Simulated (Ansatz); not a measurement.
# TiC: the cost of one run

Program: Ansatz 0.2.0. Level of theory: DFT PBEsol, scalar-relativistic. These are calculated values, not measurements.

## Step 1: The starting structure

It takes space group Fm-3m (No. 225, cubic). Conventional cell: a = 4.328 Å, b = 4.328 Å, c = 4.328 Å, α = 90.00°, β = 90.00°, γ = 90.00°. Ti (site symmetry m-3m) is surrounded by 6 C at 2.16 Å. C (site symmetry m-3m) is surrounded by 6 Ti at 2.16 Å.

As a file:

```
CELL_PARAMETERS angstrom
0.00000 2.16400 2.16400
2.16400 0.00000 2.16400
2.16400 2.16400 0.00000
ATOMIC_POSITIONS crystal
Ti 0.00000 0.00000 0.00000
C 0.50000 0.50000 0.50000
```

Atoms are numbered in the order of the input: Ti1, C2.

## Step 2: Volume × 0.94, LAPW

Input file input.yaml:

```yaml
crystal:
  lattice:
    - [0.0, 2.1198243393, 2.1198243393]
    - [2.1198243393, 0.0, 2.1198243393]
    - [2.1198243393, 2.1198243393, 0.0]
  atoms:
    - { symbol: Ti, position: [0.0, 0.0, 0.0] }
    - { symbol: C, position: [0.5, 0.5, 0.5] }
kpoints:
  mp_grid: { grid: [14, 14, 14] }
  band_path:
    path:
      - [0.0, 0.0, 0.0]
      - [0.5, 0.0, 0.5]
      - [0.625, 0.25, 0.625]
      - [0.375, 0.375, 0.75]
      - [0.0, 0.0, 0.0]
      - [0.5, 0.5, 0.5]
      - [0.5, 0.25, 0.75]
      - [0.5, 0.0, 0.5]
    npoints: 5
scf:
  occupations: { method: fermi_dirac, width: 0.03 }
hamiltonian:
  xc: pbesol
  pseudopotentials: { kind: all_electron, lapw: { basis_error: 0.00025 } }
output:
  forces: true
  stress: true
  eigenvalues: true
```

Launch:

```
$ ansatz run input.yaml --threads 1 --pin off --max-ram 3072MiB --backend cpu --events-out ev --progress --plain --runs-dir out
```

**Question.** How long does this run take on 1 thread of Arm Neoverse V1, shared host, and how much memory does it need?

About 18 s, with a peak of 0.41 GiB.
